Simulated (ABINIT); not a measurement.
# CoPtO2 (R-3m) in ABINIT: optical spectrum with PBEsol

Aim: the optical spectrum of CoPtO2 with PBEsol.

All numbers are computed with ABINIT 10.8.3 (patched build); they aren't measurements. Logs are shortened: lines on timing, memory, paths and dates and some standing lists are left out, and cuts for length are marked. The log counts tension as positive stress, the text compression.

### 1 Starting point

The structure is trigonal, space group R-3m (No. 166). Conventional cell: a = 2.825 Å, b = 2.825 Å, c = 17.818 Å, α = 90.00°, β = 90.00°, γ = 120.00°. Pt (site symmetry -3m) has 2 O at 2.00 Å as nearest neighbours. Around Co (site symmetry -3m) lie 6 O at 1.90 Å. O (site symmetry 3m) is surrounded by 3 Co at 1.90 Å and 1 Pt at 2.00 Å.

The cell is a database's computed one.

### 2 Optical spectrum, PBEsol, collinear spin, ferromagnetic start

run.abi reads:

```
# Datasets
ndtset 3

# Pseudopotentials
pp_dirpath "./"
pseudos "Pt.upf, Co.upf, O.upf"

# Structure
acell 6.1591951383 6.1591951383 6.1591951383 Angstrom
rprim
     0.2292945564     0.1323832739     0.9643125402
    -0.2292945564     0.1323832739     0.9643125402
     0.0000000000    -0.2647665478     0.9643125402
ntypat 3
znucl 78 27 8
natom 4
typat 1 2 3 3
xred
            0.0            0.0            0.0
            1/2            1/2            1/2
   0.1122440300   0.1122440300   0.1122440300
   0.8877559700   0.8877559700   0.8877559700

# Plane-wave basis
ecut 42.0

# k points
ngkpt 10 10 10
nshiftk 1
shiftk 0.0 0.0 0.0
istwfk *1

# Exchange and correlation
ixc -116133

# Bands and occupations
occopt 3
tsmear 0.00183747

# Spin
nsppol 2
spinat
     0.0000000000     0.0000000000     0.0000000000
     0.0000000000     0.0000000000     2.0000000000
     0.0000000000     0.0000000000     0.0000000000
     0.0000000000     0.0000000000     0.0000000000

# SCF cycle
nstep 80

# Output
iomode 3
prteig 0
prtebands 0

# Dataset 1: ground state
nband1 29
tolvrs1 1.0e-12
prtden1 1
prtwf1 0
kptopt1 1

# Dataset 2: empty bands at fixed density
iscf2 -3
getden2 1
nband2 40
nbdbuf2 4
tolwfr2 1.0e-12
nstep2 120
prtden2 0
kptopt2 1

# Dataset 3: wave functions and velocity matrix elements in the full zone
optdriver3 8
wfk_task3 "wfk_optics_fullbz"
getwfk3 2
nband3 36
kptopt3 1
prtevk3 1
inclvkb3 2
```

optic.abi reads:

```
&FILES
 ddkfile_1 = 'runo_DS3_1_EVK.nc',
 ddkfile_2 = 'runo_DS3_2_EVK.nc',
 ddkfile_3 = 'runo_DS3_3_EVK.nc',
 wfkfile = 'runo_DS3_WFK.nc'
/
&PARAMETERS
 broadening = 0.001837,
 domega = 0.002,
 maxomega = 0.8,
 scissor = 0.000000,
 tolerance = 0.002
/
&COMPUTATIONS
 num_lin_comp = 2,
 lin_comp = 11,33,
 num_nonlin_comp = 0
/
```

Potentials or basis: PseudoDojo NC SR PBEsol v0.4.1 standard.

Launch:

```sh
$ mpirun --bind-to none -np 4 abinit run.abi > log 2>&1
$ optic optic.abi > optic.log 2>&1
```

run.abo:

```text
.Version 10.8.3 of ABINIT
 DATASET    1 : space group R-3 m (#166); Bravais hR (rhombohedral)
================================================================================
 Values of the parameters that define the memory need for DATASET  1.
     intxc =       0    ionmov =       0      iscf =       7    lmnmax =       8
     lnmax =       8     mgfft =      72  mpssoang =       4    mqgrid =    3001
     natom =       4  nloc_mem =       1    nspden =       2   nspinor =       1
    nsppol =       2      nsym =      12    n1xccc =    2501    ntypat =       3
    occopt =       3   xclevel =       2
       mpw =        3621          nfft =      373248          nkpt =         116
================================================================================
================================================================================
[... 13 lines left out ...]
 DATASET    3 : space group R-3 m (#166); Bravais hR (rhombohedral)
================================================================================
 Values of the parameters that define the memory need for DATASET  3.
     intxc =       0    ionmov =       0      iscf =       7    lmnmax =       8
     lnmax =       8     mgfft =      72  mpssoang =       4    mqgrid =    3001
     natom =       4  nloc_mem =       1    nspden =       2   nspinor =       1
    nsppol =       2      nsym =      12    n1xccc =    2501    ntypat =       3
    occopt =       3   xclevel =       2
       mpw =        3621          nfft =      373248          nkpt =         116
================================================================================
================================================================================

--------------------------------------------------------------------------------
------------- Echo of variables that govern the present computation ------------
--------------------------------------------------------------------------------
 -outvars: echo values of preprocessed input variables --------
            acell      1.1639191967E+01  1.1639191967E+01  1.1639191967E+01 Bohr
              amu      1.95080000E+02  5.89332000E+01  1.59994000E+01
             ecut      4.20000000E+01 Hartree
           getden1          0
           getden2          1
           getden3          0
           getwfk1          0
           getwfk2          0
           getwfk3          2
             iscf1          7
             iscf2         -3
             iscf3          7
                       outvar_i_n : Printing only first  50 k-points.
              ixc     -116133
           jdtset        1    2    3
                       outvar_i_n : Printing only first  50 k-points.
         kptrlatt       10    0    0      0   10    0      0    0   10
          kptrlen      5.33760672E+01
            natom           4
            nband1         29
            nband2         40
            nband3         36
           nbdbuf1          0
           nbdbuf2          4
           nbdbuf3          0
           ndtset           3
            ngfft          72      72      72
             nkpt         116
           nspden           2
           nsppol           2
            nstep1         80
            nstep2        120
            nstep3         80
             nsym          12
           ntypat           3
                       prtocc : prtvol=0, do not print more k-points.
                       1.000000  1.000000  1.000000  1.000000  1.000000  1.000000
                       1.000000  1.000000  1.000000  1.000000  1.000000  1.000000
                       1.000000  1.000000  1.000000  1.000000  1.000000  1.000000
                       1.000000  1.000000  1.000000  1.000000  1.000000  1.000000
                       0.000000  0.000000  0.000000  0.000000  0.000000
                       1.000000  1.000000  1.000000  1.000000  1.000000  1.000000
                       1.000000  1.000000  1.000000  1.000000  1.000000  1.000000
                       1.000000  1.000000  1.000000  1.000000  1.000000  1.000000
                       1.000000  1.000000  1.000000  1.000000  1.000000  1.000000
                       0.000000  0.000000  0.000000  0.000000  0.000000
                       1.000000  1.000000  1.000000  1.000000  1.000000  1.000000
                       1.000000  1.000000  1.000000  1.000000  1.000000  1.000000
                       1.000000  1.000000  1.000000  1.000000  1.000000  1.000000
                       1.000000  1.000000  1.000000  1.000000  1.000000  1.000000
                       0.000000  0.000000  0.000000  0.000000  0.000000
                       1.000000  1.000000  1.000000  1.000000  1.000000  1.000000
[... 886 lines left out ...]
                       0.000000  0.000000  0.000000  0.000000  0.000000  0.000000
                       0.000000  0.000000  0.000000  0.000000  0.000000  0.000000
                       prtocc : prtvol=0, do not print more k-points.
           occopt           3
        optdriver1          0
        optdriver2          0
        optdriver3          8
           prtden1          1
           prtden2          0
           prtden3          1
        prtebands           0
           prteig           0
[... 369 lines left out ...]
    2 Co   2.00000     7.666427     7.666427     15.332854    -0.000000
    3  O   2.00000     3.169078     3.169078      6.338157     0.000000
    4  O   2.00000     3.169078     3.169078      6.338157     0.000000
 ------------------------------------------------------------------------------------------------------------
  Sum:                21.229992    21.229992     42.459984    -0.000000
 Total magnetization (from the atomic spheres):               -0.000000
 Total magnetization (exact up - dn):                         -0.000000

================================================================================

 ----iterations are completed or convergence reached----

 Mean square residual over all n,k,spin=   50.839E-14; max=  99.964E-14
 reduced coordinates (array xred) for    4 atoms
       0.000000000000      0.000000000000      0.000000000000
       0.500000000000      0.500000000000      0.500000000000
       0.112244030000      0.112244030000      0.112244030000
       0.887755970000      0.887755970000      0.887755970000

 cartesian coordinates (angstrom) at end:
    1      0.00000000000000     0.00000000000000     0.00000000000000
    2      0.00000000000000     0.00000000000000     8.90908366410235
    3     -0.00000000000000    -0.00000000000000     1.99998290813203
    4      0.00000000000000    -0.00000000000000    15.81818442007266
 length scales= 11.639191967410 11.639191967410 11.639191967410 bohr
              =  6.159195138300  6.159195138300  6.159195138300 angstroms
 Eigenvalues (hartree) for nkpt= 116  k points, SPIN UP:
 kpt#   1, nband= 40, wtk=  0.00100, kpt=  0.0000  0.0000  0.0000 (reduced coord)
  -3.23331   -3.10372   -1.75912   -1.75912   -1.75864   -1.55953   -1.53460   -1.53460
  -0.39071   -0.31866    0.04257    0.13938    0.15890    0.15890    0.23038    0.27813
   0.27813    0.28331    0.28331    0.33412    0.33412    0.34284    0.34284    0.35065
   0.46878    0.46878    0.50177    0.59864    0.72795    0.82195    0.97238    1.03432
   1.03432    1.06876    1.18673    1.18673    1.22445    1.22445    1.24746    1.27760
      occupation numbers for kpt#   1
   1.00000    1.00000    1.00000    1.00000    1.00000    1.00000    1.00000    1.00000
   1.00000    1.00000    1.00000    1.00000    1.00000    1.00000    1.00000    1.00000
   1.00000    1.00000    1.00000    1.00000    1.00000    1.00000    1.00000    1.00000
   0.00000    0.00000    0.00000    0.00000    0.00000    0.00000    0.00000    0.00000
   0.00000    0.00000    0.00000    0.00000    0.00000    0.00000    0.00000    0.00000
 prteigrs : prtvol=0 or 1, do not print more k-points.

 Eigenvalues (hartree) for nkpt= 116  k points, SPIN DOWN:
 kpt#   1, nband= 40, wtk=  0.00100, kpt=  0.0000  0.0000  0.0000 (reduced coord)
  -3.23331   -3.10372   -1.75912   -1.75912   -1.75864   -1.55953   -1.53460   -1.53460
  -0.39071   -0.31866    0.04257    0.13938    0.15890    0.15890    0.23038    0.27813
   0.27813    0.28331    0.28331    0.33412    0.33412    0.34284    0.34284    0.35065
   0.46878    0.46878    0.50177    0.59864    0.72795    0.82195    0.97238    1.03432
   1.03432    1.06876    1.18673    1.18673    1.22445    1.22445    1.24746    1.27760
      occupation numbers for kpt#   1
   1.00000    1.00000    1.00000    1.00000    1.00000    1.00000    1.00000    1.00000
   1.00000    1.00000    1.00000    1.00000    1.00000    1.00000    1.00000    1.00000
   1.00000    1.00000    1.00000    1.00000    1.00000    1.00000    1.00000    1.00000
   0.00000    0.00000    0.00000    0.00000    0.00000    0.00000    0.00000    0.00000
   0.00000    0.00000    0.00000    0.00000    0.00000    0.00000    0.00000    0.00000
 prteigrs : prtvol=0 or 1, do not print more k-points.

--- !EnergyTerms
iteration_state     : {dtset: 2, }
comment             : Components of total free energy in Hartree
kinetic             :  1.26956912779930E+02
hartree             :  7.64866583890741E+01
xc                  : -5.96414084639446E+01
Ewald energy        : -2.10086731993747E+02
psp_core            :  9.80832629770882E+00
local_psp           : -2.43675410428126E+02
non_local_psp       : -1.61682609670244E+01
internal            : -3.16319914386129E+02
'-kT*entropy'       : -4.79556589196824E-04
total_energy        : -3.16320393942718E+02
...

--- !EnergyTermsDC
iteration_state     : {dtset: 2, }
comment             : '"Double-counting" decomposition of free energy'
band_energy         : -2.71178196874395E+01
Ewald energy        : -2.10086731993747E+02
psp_core            :  9.80832629770882E+00
xc_dc               : -8.89236876638599E+01
internal            : -3.16319913047338E+02
'-kT*entropy'       : -4.79556589196824E-04
total_energy_dc     : -3.16320392603927E+02
...

================================================================================
== DATASET  3 ==================================================================

--- !DatasetInfo
iteration_state: {dtset: 3, }
dimensions: {natom: 4, nkpt: 116, mband: 36, nsppol: 2, nspinor: 1, nspden: 2, mpw: 3621, }
cutoff_energies: {ecut:  42.0, pawecutdg:  -1.0, }
electrons: {nelect:   4.70000000E+01, charge:   0.00000000E+00, occopt:   3.00000000E+00, tsmear:   1.83747000E-03, }
meta: {optdriver: 8, wfk_task: 7, }
...

 mkfilename : getwfk/=0, take file _WFK from output of DATASET   2.

--------------------------------------------------------------------------------

 Computation of velocity matrix elements (DDK)

 Parameters extracted from the Abinit header:
    ecut:     42.0
    nkpt:    1000
    mband:   40
    nsppol:  2
    nspinor: 1
    useylm:  0
    inclvkb: 2
    bmin: 1, bmax: 40
    Computing diagonal and off-diagonal matrix elements
    Between band index bmin: 1, bmax: 40

== END DATASET(S) ==============================================================
================================================================================

 -outvars: echo values of variables after computation  --------
            acell      1.1639191967E+01  1.1639191967E+01  1.1639191967E+01 Bohr
           etotal1    -3.1632039260E+02
           etotal2    -3.1632039260E+02
           etotal3     0.0000000000E+00
            fcart1    -0.0000000000E+00 -0.0000000000E+00 -0.0000000000E+00
                      -0.0000000000E+00 -0.0000000000E+00 -0.0000000000E+00
                       5.2532712925E-20 -1.2759774076E-19  1.0003265360E-03
                      -5.2532712925E-20  1.2759774076E-19 -1.0003265360E-03
            fcart3     0.0000000000E+00  0.0000000000E+00  0.0000000000E+00
                       0.0000000000E+00  0.0000000000E+00  0.0000000000E+00
                       0.0000000000E+00  0.0000000000E+00  0.0000000000E+00
                       0.0000000000E+00  0.0000000000E+00  0.0000000000E+00
            rprim      2.2929455640E-01  1.3238327390E-01  9.6431254020E-01
                      -2.2929455640E-01  1.3238327390E-01  9.6431254020E-01
                       0.0000000000E+00 -2.6476654780E-01  9.6431254020E-01
           strten1     2.0351570997E-04  2.0351568912E-04  2.3991222651E-04
                       0.0000000000E+00  0.0000000000E+00  0.0000000000E+00
           strten3     0.0000000000E+00  0.0000000000E+00  0.0000000000E+00
                       0.0000000000E+00  0.0000000000E+00  0.0000000000E+00
           xangst      0.0000000000E+00  0.0000000000E+00  0.0000000000E+00
                       0.0000000000E+00  0.0000000000E+00  8.9090836641E+00
                      -3.0431069205E-18 -6.2254573199E-20  1.9999829081E+00
                       1.8916472659E-16 -2.4967968369E-17  1.5818184420E+01
             xred      0.0000000000E+00  0.0000000000E+00  0.0000000000E+00
                       5.0000000000E-01  5.0000000000E-01  5.0000000000E-01
                       1.1224403000E-01  1.1224403000E-01  1.1224403000E-01
                       8.8775597000E-01  8.8775597000E-01  8.8775597000E-01
 Calculation completed.
```

It took 46 min on 4 MPI ranks of Arm Neoverse V1, shared host; peak memory 7 GiB.

What came out:

* Free energy: -8607.5164 eV
* Pressure: -6.3 GPa
* Largest force: 0.051 eV/Å
* Band gap on the k mesh: none (metal or under the smearing width)
* Net moment: 0.00 μB per cell

Forces on the atoms (eV/Å):
```
Pt   0.000  0.000  0.000
Co   0.000  0.000  0.000
O    0.000  0.000  0.051
O    0.000  0.000 -0.051
```

Stress tensor (GPa, compression positive):
```
-5.99  0.00  0.00
 0.00 -5.99  0.00
 0.00  0.00 -7.06
```

Dielectric function (mean over the directions given):
```tsv
energy (eV)	real part	imaginary part
0.33	63.18	79.21
1.31	9.60	23.84
2.29	6.36	15.83
3.37	3.71	12.88
4.35	-0.80	5.24
5.44	0.24	4.90
6.42	0.31	5.49
7.51	-0.55	3.27
8.49	1.06	2.95
9.58	0.57	2.32
10.56	0.97	1.88
11.65	0.89	2.14
12.63	2.20	1.83
13.71	1.40	2.40
14.69	1.35	2.90
15.78	0.19	2.77
16.76	1.04	2.16
17.85	0.73	2.56
18.83	0.37	2.49
19.92	0.29	2.87
```

Caveat: the intraband (Drude) term is left out; the starting moments collapsed, and a magnetic state may lie lower; spectra need much finer meshes, so this one isn't converged; independent-particle spectra lack excitons; semilocal functionals often make such compounds metallic where correlation or magnetic order opens a gap, which also shifts bond lengths. With open d or f shells a metallic result of PBEsol can be an artefact of self-interaction; +U or a hybrid may open a gap.
